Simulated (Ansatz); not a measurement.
# C₈H₂₀Ge: up Jacob's ladder to CCSD(T)

How much do the methods differ for C₈H₂₀Ge? The plan is to run it at one geometry with functionals of several rungs and with coupled cluster. The yardstick is the atomisation energy at the CCSD(T) limit.

Computed with Ansatz 0.2.0, Gaussian basis. Level: functionals in def2-TZVPP, the program's frozen cores in correlated methods.

Plan: LDA (SPW92), PBE-D4, revPBE-D4, BLYP-D4, r2SCAN-D4, B97M-V, PBE0-D4, B3LYP-D4, r2SCANh-D4, r2SCAN0-D4, HSE06-D4, BHLYP-D4, CAM-B3LYP-D4, LC-ωPBE, ωB97X-V, ωB97M-V, B2PLYP, PBE-QIDH; CCSD(T)/def2-SVP; CCSD(T)/def2-TZVPP; MP2/def2-QZVPP; extrapolation to the limit; RPA on PBE.

**1. Structure used throughout**

All runs share one geometry, relaxed beforehand with PBE0-D4 in a triple-zeta def2 set.

SMILES `C[CH2][Ge]([CH2]C)([CH2]C)[CH2]C`, 29 atoms, charge 0, spin multiplicity 1.

Atoms are counted from 1 here; the program's logs count them from 0.

Bond lengths: C1–C2 1.523 Å, C1–H10 1.094 Å, C1–H11 1.094 Å, C1–H12 1.094 Å, C2–Ge3 1.969 Å, C2–H13 1.095 Å, C2–H14 1.095 Å, Ge3–C4 1.969 Å, Ge3–C6 1.969 Å, Ge3–C8 1.969 Å, C4–C5 1.523 Å, C4–H15 1.095 Å, C4–H16 1.095 Å, C5–H17 1.094 Å, C5–H18 1.094 Å, C5–H19 1.094 Å, C6–C7 1.523 Å, C6–H20 1.095 Å and more. Angles: C2–C1–H10 111.6°, C2–C1–H11 111.9°, C2–C1–H12 111.6°, H10–C1–H11 107.2°, H10–C1–H12 107.1°, H11–C1–H12 107.2°, C1–C2–Ge3 113.6°, C1–C2–H13 110.5°, C1–C2–H14 110.5°, Ge3–C2–H13 107.9°, Ge3–C2–H14 107.9°, H13–C2–H14 106.0°, C2–Ge3–C4 109.6°, C2–Ge3–C6 109.1°, C2–Ge3–C8 109.6°, C4–Ge3–C6 109.7°, C4–Ge3–C8 109.1°, C6–Ge3–C8 109.6° and more.

Geometry (Å):

```xyz
29
C8H20Ge
C     0.1754    0.9250   -2.7754
C     0.4462    1.3658   -1.3432
Ge   -0.0042   -0.0003    0.0008
C    -1.9191   -0.4413   -0.1195
C    -2.8359    0.7511    0.1177
C     0.4024    0.7009    1.7949
C     0.0952   -0.2807    2.9176
C     1.0543   -1.6271   -0.3290
C     2.5584   -1.4009   -0.2573
H     0.7539    0.0348   -3.0381
H     0.4344    1.7042   -3.4983
H    -0.8794    0.6798   -2.9279
H    -0.1212    2.2713   -1.1066
H     1.5009    1.6292   -1.2157
H    -2.1033   -0.8766   -1.1067
H    -2.1280   -1.2358    0.6038
H    -2.6826    1.1850    1.1098
H    -2.6584    1.5461   -0.6121
H    -3.8920    0.4750    0.0449
H    -0.1629    1.6283    1.9304
H     1.4589    0.9867    1.8133
H     0.6703   -1.2049    2.8120
H     0.3311    0.1367    3.9009
H    -0.9623   -0.5594    2.9297
H     0.7716   -2.0198   -1.3108
H     0.7449   -2.3840    0.3987
H     2.8628   -1.0315    0.7260
H     3.1191   -2.3213   -0.4452
H     2.8896   -0.6641   -0.9945
```

**2. LDA**

This LDA is Slater exchange with PW92 correlation.

File in.yaml:

```yaml
crystal:
  periodic: [false, false, false]
  atoms:
    - {symbol: C, position_ang: [0.175442, 0.924971, -2.775400]}
    - {symbol: C, position_ang: [0.446235, 1.365758, -1.343230]}
    - {symbol: Ge, position_ang: [-0.004194, -0.000347, 0.000850]}
    - {symbol: C, position_ang: [-1.919088, -0.441267, -0.119464]}
    - {symbol: C, position_ang: [-2.835946, 0.751142, 0.117670]}
    - {symbol: C, position_ang: [0.402446, 0.700931, 1.794856]}
    - {symbol: C, position_ang: [0.095173, -0.280733, 2.917633]}
    - {symbol: C, position_ang: [1.054285, -1.627124, -0.328990]}
    - {symbol: C, position_ang: [2.558414, -1.400909, -0.257320]}
    - {symbol: H, position_ang: [0.753934, 0.034808, -3.038052]}
    - {symbol: H, position_ang: [0.434369, 1.704166, -3.498285]}
    - {symbol: H, position_ang: [-0.879393, 0.679763, -2.927882]}
    - {symbol: H, position_ang: [-0.121183, 2.271339, -1.106575]}
    - {symbol: H, position_ang: [1.500935, 1.629169, -1.215697]}
    - {symbol: H, position_ang: [-2.103262, -0.876601, -1.106685]}
    - {symbol: H, position_ang: [-2.127954, -1.235787, 0.603835]}
    - {symbol: H, position_ang: [-2.682640, 1.185029, 1.109774]}
    - {symbol: H, position_ang: [-2.658353, 1.546057, -0.612119]}
    - {symbol: H, position_ang: [-3.891971, 0.474980, 0.044873]}
    - {symbol: H, position_ang: [-0.162870, 1.628330, 1.930438]}
    - {symbol: H, position_ang: [1.458880, 0.986668, 1.813335]}
    - {symbol: H, position_ang: [0.670297, -1.204912, 2.812010]}
    - {symbol: H, position_ang: [0.331100, 0.136708, 3.900909]}
    - {symbol: H, position_ang: [-0.962285, -0.559425, 2.929693]}
    - {symbol: H, position_ang: [0.771573, -2.019792, -1.310784]}
    - {symbol: H, position_ang: [0.744883, -2.383974, 0.398658]}
    - {symbol: H, position_ang: [2.862828, -1.031537, 0.726005]}
    - {symbol: H, position_ang: [3.119148, -2.321255, -0.445180]}
    - {symbol: H, position_ang: [2.889602, -0.664052, -0.994477]}
basis:
  gaussian: {orbitals: def2-TZVPP}
hamiltonian: {xc: lda}
output: {orbitals: {seedname: orbitals}}
```

Launch:

```bash
$ ansatz run in.yaml --threads 4 --pin off --events-out ev --progress --plain --max-ram 46080MiB --backend cuda --devices 0, --max-vram 37GiB
```

The runs that follow: PBE-D4 (GGA); revPBE-D4 (GGA); BLYP-D4 (GGA); r2SCAN-D4 (meta-GGA); B97M-V (meta-GGA); B3LYP-D4 (hybrid); r2SCANh-D4 (hybrid); r2SCAN0-D4 (hybrid); HSE06-D4 (hybrid); BHLYP-D4 (hybrid); CAM-B3LYP-D4 (range-separated); LC-ωPBE (range-separated); ωB97X-V (range-separated); ωB97M-V (range-separated); B2PLYP (double hybrid); PBE-QIDH (double hybrid); CCSD(T) in def2-SVP; CCSD(T) in def2-TZVPP; MP2 in def2-QZVPP; RPA on PBE orbitals.

**Question.** What will the summary of the whole plan be? Wanted: atomisation energy, CCSD(T)/CBS; farthest beyond LDA; mean size of error, GGA; mean size of error, meta-GGA; mean size of error, hybrid; mean size of error, range-separated; mean size of error, double hybrid; gap, smallest and largest; T1 diagnostic.

**Answer**, as computed:

```
                               quantity                                                                                                                                          value
        atomisation energy, CCSD(T)/CBS                                                                                                                                     116.036 eV
    functionals within 1.160 eV (1.0 %)  revPBE-D4, BLYP-D4, r2SCAN-D4, B97M-V, PBE0-D4, B3LYP-D4, r2SCANh-D4, r2SCAN0-D4, HSE06-D4, CAM-B3LYP-D4, LC-ωPBE, ωB97X-V, ωB97M-V, PBE-QIDH
                    farthest beyond LDA                                                                                                                           BHLYP-D4 (-2.295 eV)
                mean size of error, GGA                                                                                                                                       1.098 eV
           mean size of error, meta-GGA                                                                                                                                       0.045 eV
             mean size of error, hybrid                                                                                                                                       0.737 eV
    mean size of error, range-separated                                                                                                                                       0.208 eV
      mean size of error, double hybrid                                                                                                                                       0.762 eV
              gap, smallest and largest                                                                                                      6.09 eV (LDA (SPW92)), 12.95 eV (LC-ωPBE)
                          T1 diagnostic                                                                                                                                         0.0093
triples share of the correlation energy                                                                                                                                          3.8 %
```

What this shows: The LDA atomisation energy is off by 14.531 eV (13 %): it overbinds. PBE-D4 is off by +1.448 eV. Double hybrids carry the basis error of their MP2 part in triple zeta, and no dispersion term here, so their miss is partly the set-up's. The rungs meta-GGA, range-separated, hybrid, double hybrid, GGA miss on average by less than the doubt on the reference (1.160 eV), so they tie. Misses under about 1.160 eV are within the doubt on the reference itself, which lacks core-valence correlation, relativity and higher excitations, and its outer-core shells are covered unevenly. Hartree-Fock recovers 76 % of the binding; the rest is correlation. CCSD(T) in def2-SVP is off by -4.636 eV, so the small basis spoils what the method gains. Orbital gaps span 6.1 to 13.0 eV; exact exchange widens them. Correlated methods include outer-core shells of Ge, which these sets cover unevenly.
